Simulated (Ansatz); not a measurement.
# F3HSi: the cost of one run

The runs use Ansatz 0.2.0, Gaussian basis; PBE0-D4/def2-SVP.

1 further run of the same task is left out (it didn't finish).

## Step 1: The system as given

The start, a first-order saddle point found at PBE0-D4 in triple zeta: 5 atoms, charge 0, spin multiplicity 1.

Atoms are counted from 1 here; the program's logs count them from 0.

Bond lengths: Si1–F2 1.875 Å, Si1–F4 1.602 Å, Si1–F5 1.875 Å, F2–H3 1.155 Å, H3–F5 1.155 Å. Angles: F2–Si1–F4 94.3°, F2–Si1–F5 69.9°, F4–Si1–F5 94.3°, Si1–F2–H3 76.6°, F2–H3–F5 136.8°, Si1–F5–H3 76.6°.

Geometry (Å):

```xyz
5

Si   -0.8911   -0.0112    0.5157
F     0.2575   -1.1458   -0.4378
H     0.4349   -0.1141   -0.9266
F     0.1829    0.3146    1.6590
F     0.0158    0.9564   -0.8103
```

## Step 2: Dynamics

md/in.yaml

```yaml
crystal:
  periodic: [false, false, false]
  atoms:
    - {symbol: Si, position_ang: [-0.891146, -0.011210, 0.515664]}
    - {symbol: F, position_ang: [0.257469, -1.145815, -0.437804]}
    - {symbol: H, position_ang: [0.434868, -0.114091, -0.926612]}
    - {symbol: F, position_ang: [0.182946, 0.314611, 1.659027]}
    - {symbol: F, position_ang: [0.015763, 0.956405, -0.810274]}
basis:
  gaussian: {orbitals: def2-SVP}
hamiltonian: {xc: pbe0, dispersion: d4}
md: {n_steps: 30, timestep: 1.0, temperature: 1500, ensemble: nve, seed: 871, initial_velocities: maxwell_boltzmann}
```

Command:

```
$ ansatz run in.yaml --threads 2 --pin off --events-out ev --progress --plain --max-ram 4352MiB
```

**Question.** How long does this run take on 2 threads of Arm Neoverse V2, shared host?

About 25 s.
